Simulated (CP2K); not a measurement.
**SnTe3 under changes of volume**

One of the cells (28.783 Å³/atom); the others are scaled copies at fixed shape and fractional positions:

```
CELL_PARAMETERS angstrom
5.46059 0.00000 0.00000
2.73029 4.72901 0.00000
2.73029 1.57634 4.45855
ATOMIC_POSITIONS crystal
Te 0.50000 0.50000 0.50000
Te 0.75000 0.75000 0.75000
Te 0.25000 0.25000 0.25000
Sn 0.00000 0.00000 0.00000
```

The cell comes from a database or a generator and needn't be the stable form of this composition.

| Property | Result |
| --- | --- |
| Program | CP2K 2026.2 |
| Functional | PBEsol |
| Potentials or basis | POTENTIAL_UZH Te GTH-PBE-q6, Sn GTH-PBE-q4; TZVP-MOLOPT-PBE-GTH basis |
| Density cutoff | 6123 eV |
| k mesh | 6 × 6 × 6 |
| Occupations | fermi-dirac, width 0.05 eV |
| Spin | no spin polarisation |

| volume (Å³/atom) | energy over the lowest point (meV/atom) | pressure (GPa) |
| --- | --- | --- |
| 27.056 | 14.23 | 3.2 |
| 27.632 | 5.20 | 1.8 |
| 28.208 | 0.57 | 0.6 |
| 28.783 | 0.00 | -0.5 |
| 29.359 | ? | ? |
| 29.935 | 9.80 | -2.3 |
| 30.510 | 19.51 | -3.1 |

Problem. What does the run at 29.359 Å³/atom give?

Solution. Energy over the lowest point 3.18 meV/atom; pressure -1.4 GPa.

Worked out: A Birch-Murnaghan fit of order 3 (a polynomial in V^(-2/3)) to the other rows has its minimum at 28.58 Å³/atom with B0 = V·E''(V) = 53 GPa and B' = 3.2. It gives 3.19 meV/atom at 29.359 Å³/atom, against the run's 3.18, and -dE/dV = -1.4 GPa, against -1.4.

Energies are extrapolated to zero smearing.

Caveats: the potentials were made for another functional, which shifts forces and pressure; the basis of atomic orbitals isn't converged, which shifts pressures, moduli and gaps.
